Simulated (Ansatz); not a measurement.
# MgO (Periclase): the cost of one run

Computed with Ansatz 0.2.0, driven from Python. Level of theory: G0W0 on DFT PBEsol, plane waves, PAW.

The COD entry's cell or inner coordinates are ideal or old and differ from later refinements, so a difference from it is no clean test against experiment.

**1. The system**

It takes space group Fm-3m (No. 225, cubic). The conventional cell has a = 4.217 Å, b = 4.217 Å, c = 4.217 Å, α = 90.00°, β = 90.00°, γ = 90.00°. Mg (site symmetry m-3m) has 6 O at 2.11 Å as nearest neighbours. O (site symmetry m-3m) has 6 Mg at 2.11 Å as nearest neighbours.

Input file POSCAR:

```text
MgO
1.0
   0.00000000    2.10850000    2.10850000
   2.10850000    0.00000000    2.10850000
   2.10850000    2.10850000    0.00000000
Mg O
1 1
Direct
   0.00000000    0.00000000    0.00000000
   0.50000000    0.50000000    0.50000000
```

**2. The code**

gw_mgo.py reads:

```python
# -*- coding: utf-8 -*-
"""One-shot GW for MgO."""

import logging
import sys
import warnings

import ansatz as az
from ase.io import read

logging.basicConfig(stream=sys.stdout, format="%(levelname)s %(message)s")
logger = logging.getLogger("ansatz_job")
logger.setLevel(logging.INFO)

warnings.simplefilter("ignore", az.DeckWarning)

atoms = read("POSCAR", format="vasp")
mgo = az.Crystal.from_ase(atoms)

setup = (
    mgo.calculation()
    .functional("pbesol")
    .pseudopotentials("paw")
    .kpoints(6)
    .occupations("fixed")
    .gw(empty_bands=60, screening_cutoff=100, quasiparticle_bands=("v1", "c1"))
)
events = []
done = setup.session().plan().execute(on_event=events.append, runs_dir="gw_run")
gw = next(e["data"] for e in events if e["event"] == "gw_qp")
top = gw["frontier_bands"]["highest_filled_band"]
for qp in gw["qp"]:
    if qp["ik"] == 0:
        print("band", qp["band"], "shift", round(qp["e_qp_ev"] - qp["eps_ks_ev"], 3), "eV, Z =", round(qp["z"], 3))
for key, label in (("eps_ks_ev", "Kohn-Sham"), ("e_qp_ev", "G0W0")):
    filled = max(qp[key] for qp in gw["qp"] if qp["band"] <= top)
    empty = min(qp[key] for qp in gw["qp"] if qp["band"] > top)
    logger.info(f"{label} gap on the mesh: {empty - filled:.3f} eV")
print("static dielectric eigenvalues (RPA, this mesh):", [round(e, 3) for e in gw["screening"][0]["eps_tensor_eigenvalues"]])
```

**3. The input behind the calls**

The package turns the script's settings into the engine's input:

```yaml
crystal:
  lattice:
    - [0.0, 2.1085, 2.1085]
    - [2.1085, 0.0, 2.1085]
    - [2.1085, 2.1085, 0.0]
  atoms:
    - { symbol: Mg, position: [0.0, 0.0, 0.0] }
    - { symbol: O, position: [0.5, 0.5, 0.5] }
kpoints:
  mp_grid:
    grid: [6, 6, 6]
hamiltonian:
  xc: pbesol
  pseudopotentials:
    kind: paw
scf:
  occupations:
    method: fixed
gw:
  n_empty_bands: 60
  ecut_chi: 100.0
  qp_bands: [v1, c1]
```

**4. The run**

Launch:

```bash
python gw_mgo.py
```

Q: Estimate wall time and peak memory on 1 thread of Arm Neoverse V2, shared host.

About 11 s, with a peak of 0.4 GiB.
